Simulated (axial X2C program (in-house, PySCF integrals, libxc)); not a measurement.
# SCuS²⁺: bond lengths and stretches, held linear

The task here is to estimate one member of a computed series from the others.

Computed with an in-house X2C program for linear molecules on PySCF integrals. Level: all-electron X2C, two-component (2c) or spin-free, S dyall-av3z, Cu dyall-v3z.

All values are calculated.

2 further runs of the same task are left out: 2 set aside as unsound or not needed.

The first run:

task.json

```json
{"zs": [16, 29, 16], "q": 2, "bas": ["dyall-av3z", "dyall-v3z", "dyall-av3z"], "r0": [2.09, 2.09], "symm": 1, "scan": ["PBE0", "HF", "B3LYP"], "levels": ["PBE0", "HF", "BHandHLYP"], "nst": 2}
```

Keys: zs atomic numbers; q charge; bas basis sets; r0 starting distance in Å; symm equal bonds; scan levels of the two-bond scan (MP2 follows by itself at each HF point); levels methods; nst determinants followed.

Command:

```console
python solin.py task.json out
```

Masses S 31.972, Cu 62.930, S 31.972 u.

Steps of the session up to this table: Scan at PBE0, 2c; Scan at HF, 2c; Scan at B3LYP, 2c.

One of the session's tables, all rows but one given; the rest of the session is left out.

| level | r(S–Cu) (Å) | r(Cu–S) (Å) | lower stretch (cm⁻¹) | upper stretch (cm⁻¹) |
| --- | --- | --- | --- | --- |
| PBE0, 2c | 2.299 | 2.299 | 243.2 | 330.2 |
| HF, 2c | 2.388 | 2.388 | 249.2 | 346.7 |
| B3LYP, 2c | 2.324 | 2.324 | 228.9 | 302.5 |
| MP2, 2c | ? | ? | ? | ? |
| PBE0, spin-free | 2.298 | 2.298 | 243.4 | 330.4 |
| HF, spin-free | 2.385 | 2.385 | 251.0 | 348.2 |
| B3LYP, spin-free | 2.323 | 2.323 | 229.2 | 302.8 |
| MP2, spin-free | 2.283 | 2.283 | 267.6 | 372.9 |

**Question.** Estimate the row for MP2, 2c.

As computed: r(S–Cu) (Å): 2.286; r(Cu–S) (Å): 2.286; lower stretch (cm⁻¹): 266.7; upper stretch (cm⁻¹): 372.8. In the column «r(S–Cu) (Å)» it lies between MP2, spin-free (2.283) and PBE0, spin-free (2.298).

Scans not shown above were run alike.

Limits of these values: A multiply charged ion may be only metastable. The molecule was held linear; bending was not examined, so a bent shape may lie lower.
